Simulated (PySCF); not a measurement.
# C₄H₉AlF₂O: electronic excitations

Wanted: the electronic excitations of C₄H₉AlF₂O (`F[C@@H]1CC[C@@H](F)[O+]1[AlH3-]`), by calculation.

Computed with PySCF 2.14.0, with density-fitted response routines of our own, on a single molecule in the gas phase. Atoms count from 0, in the outputs and in this text.

**1. Starting geometry**

17 atoms, charge 0, multiplicity 1; geometry from: GFN2-xTB.

Bonds of the start (Å): F0–C1 1.37, C1–C2 1.52, C2–C3 1.53, C3–C4 1.53, C4–F5 1.37, C4–O6 1.40, O6–Al7 1.94, O6–C1 1.39, C1–H8 1.09, C2–H9 1.09, C2–H10 1.09, C3–H11 1.09, C3–H12 1.09, C4–H13 1.10, Al7–H14 1.56, Al7–H15 1.57, Al7–H16 1.58.

**2. Excited states and response: CAM-B3LYP/def2-SVPD**

The job: settings as JSON, then the geometry in Å.

```
{"job": {"kind": "uv", "xc": "CAM-B3LYP", "basis": "def2-SVPD", "nstates": 8, "ntriplets": 3}, "charge": 0, "multiplicity": 1}
F     -0.424026    -0.174508    -2.241646
C     -0.001081    -0.608891    -1.011138
C     -1.198135    -1.038960    -0.179270
C     -1.681495     0.315252     0.343848
C     -0.360343     1.054554     0.539310
F      0.120378     0.831050     1.800964
O      0.555070     0.482931    -0.348311
Al     2.371880     0.169838     0.270680
H      0.775616    -1.360223    -1.187693
H     -1.938620    -1.561318    -0.779675
H     -0.857695    -1.675784     0.636605
H     -2.231776     0.247824     1.279455
H     -2.287736     0.826021    -0.404148
H     -0.393908     2.142447     0.409615
H      2.591923     1.591314     0.885160
H      2.885979    -0.129351    -1.184997
H      2.066972    -1.100167     1.161333
```

With the program's defaults for keys left out, this is: TDDFT CAM-B3LYP/def2-SVPD, vertical, gas phase, core orbitals frozen in the response.

On the command line:

```bash
$ OMP_NUM_THREADS=1 python probes_run.py task.json out
```

One launch serves the whole session: the jobs run in the order shown.

Predict these results of the whole session: lowest singlet (CAM-B3LYP/def2-SVPD); brightest single state of those computed; lowest triplet; surface potential, 1st and 99th percentile.

As calculated:

```
                                quantity                        value
    lowest singlet (CAM-B3LYP/def2-SVPD)  6.72 eV (184 nm), f = 0.005
brightest single state of those computed  state 4, 7.62 eV, f = 0.091
                          lowest triplet                      6.19 eV
   surface potential, 1st and 99th percentile           -1.17 V and 1.66 V
```

In words: The lowest singlet, at 6.72 eV, is HOMO→LUMO+1 0.47, HOMO→LUMO 0.25 and is weak; of the 8 states computed, the strongest absorption comes from state 4 at 7.62 eV. The lowest triplet lies 0.53 eV below the lowest singlet (triplets in Tamm-Dancoff, singlets in full TDDFT).
